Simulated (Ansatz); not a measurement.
# H₄SSiTe: how energies converge with the basis set

One table from this session's results is given with a row withheld; the runs are named, their logs left out.

Method: one geometry, several basis sets; program: Ansatz 0.2.0, Gaussian basis.

Plan: PBE0-D4/def2-SVP; ωB97M-V/def2-SVP; PBE0-D4/def2-QZVPP; ωB97M-V/def2-QZVPP; the functionals' def2-TZVPP values are taken from earlier runs.

## The relaxed structure

All runs share one geometry, relaxed beforehand with PBE0-D4 in a triple-zeta def2 set. Te takes the def2 core potential; no spin-orbit term is included.

7 atoms, charge 0, spin multiplicity 1.

Atoms are counted from 1 here; the program's logs count them from 0.

Bond lengths: S1–Si2 2.132 Å, S1–H4 1.344 Å, Si2–Te3 2.496 Å, Si2–H5 1.484 Å, Si2–H6 1.482 Å, Te3–H7 1.659 Å. Angles: Si2–S1–H4 94.5°, S1–Si2–Te3 109.4°, S1–Si2–H5 113.2°, S1–Si2–H6 103.7°, Te3–Si2–H5 107.9°, Te3–Si2–H6 112.9°, H5–Si2–H6 109.8°, Si2–Te3–H7 91.3°.

Set-up of the first run:

in.yaml reads:

```yaml
crystal:
  periodic: [false, false, false]
  atoms:
    - {symbol: S, position_ang: [-2.136923, 0.162701, 0.033461]}
    - {symbol: Si, position_ang: [-0.042666, 0.539419, 0.165273]}
    - {symbol: Te, position_ang: [1.154231, -1.595911, 0.653254]}
    - {symbol: H, position_ang: [-2.019366, -0.751940, -0.944524]}
    - {symbol: H, position_ang: [0.527622, 1.108197, -1.081114]}
    - {symbol: H, position_ang: [0.067951, 1.528232, 1.264194]}
    - {symbol: H, position_ang: [2.510350, -1.058798, -0.136144]}
basis:
  gaussian: {orbitals: def2-SVP}
hamiltonian: {xc: pbe0, dispersion: d4}
output: {orbitals: {seedname: orbitals}}
```

On the command line:

```console
ansatz run in.yaml --threads 2 --pin off --events-out ev --progress --plain --max-ram 4352MiB
```

Among the steps run: PBE0-D4 in def2-SVP; ωB97M-V in def2-SVP; PBE0-D4 in def2-QZVPP; ωB97M-V in def2-QZVPP.

One table of the session follows, with a row left open; its other results are not shown here.

| functional | basis | HOMO (eV) |
| --- | --- | --- |
| PBE0-D4 | def2-SVP | -6.57 |
| PBE0-D4 | def2-TZVPP | ? |
| PBE0-D4 | def2-QZVPP | -6.66 |
| ωB97M-V | def2-SVP | -8.60 |
| ωB97M-V | def2-TZVPP | -8.71 |
| ωB97M-V | def2-QZVPP | -8.74 |

**Question.** Estimate the row for PBE0-D4, def2-TZVPP.

The run gave: HOMO (eV): -6.65. In the column «HOMO (eV)» it lies between PBE0-D4, def2-QZVPP (-6.66) and PBE0-D4, def2-SVP (-6.57).
